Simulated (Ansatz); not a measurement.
# Cd: the cost of one run

Program: Ansatz 0.2.0. Level of theory: DFT PBEsol, scalar-relativistic, plane waves, PAW. These are calculated values, not measurements.

## (1) The structure to begin with

Symmetry: I-42d, No. 122, tetragonal system. The conventional cell has a = 6.454 Å, b = 6.454 Å, c = 6.689 Å, α = 90.00°, β = 90.00°, γ = 90.00°. Hg (site symmetry 2) is surrounded by 6 Hg at 3.39 to 3.40 Å.

Coordinates:

```
Hg
1.0
    -3.22714    3.22714    3.34470
     3.22714   -3.22714    3.34470
     3.22714    3.22714   -3.34470
Hg
4
Cartesian
  1.3184 4.8407 0.8362
  1.9087 -1.6136 4.1809
  1.6136 1.9087 2.5085
  1.6136 1.3184 -0.8362
```

The structure comes from the Materials Project (structure only).

## (2) Substitution of an element, cell strained: Hg → Cd, first probe

Against the listed cell: Cd takes all sites of Hg, and lengths are scaled by 1.055 as a first guess of the size; strain xx, yy, zz, yz, xz, xy = +0.9, +0.9, +0.9, +0.0, +0.0, +0.0 %.

input.yaml

```yaml
crystal:
  lattice:
    - [-3.43475039, 3.43475039, 3.5598668312]
    - [3.43475039, -3.43475039, 3.5598668312]
    - [3.43475039, 3.43475039, -3.5598668312]
  atoms:
    - { symbol: Cd, position: [0.875, 0.329267, 0.954267] }
    - { symbol: Cd, position: [0.375, 0.920733, 0.045733] }
    - { symbol: Cd, position: [0.670733, 0.625, 0.545733] }
    - { symbol: Cd, position: [0.079267, 0.125, 0.454267] }
basis:
  ecutwfc: 420
kpoints:
  mp_grid: { grid: [4, 4, 4] }
hamiltonian:
  xc: pbesol
scf:
  occupations: { method: gaussian, width: 0.1 }
output:
  forces: true
  stress: true
  eigenvalues: true
```

Run with:

```
$ ansatz run input.yaml --threads 1 --pin off --max-ram 1331MiB --backend cpu --events-out ev --progress --plain --runs-dir out
```

Q: Estimate wall time and peak memory on 1 thread of an x86-64 CPU, shared host.

About 5.3 s, with a peak of 0.44 GiB.
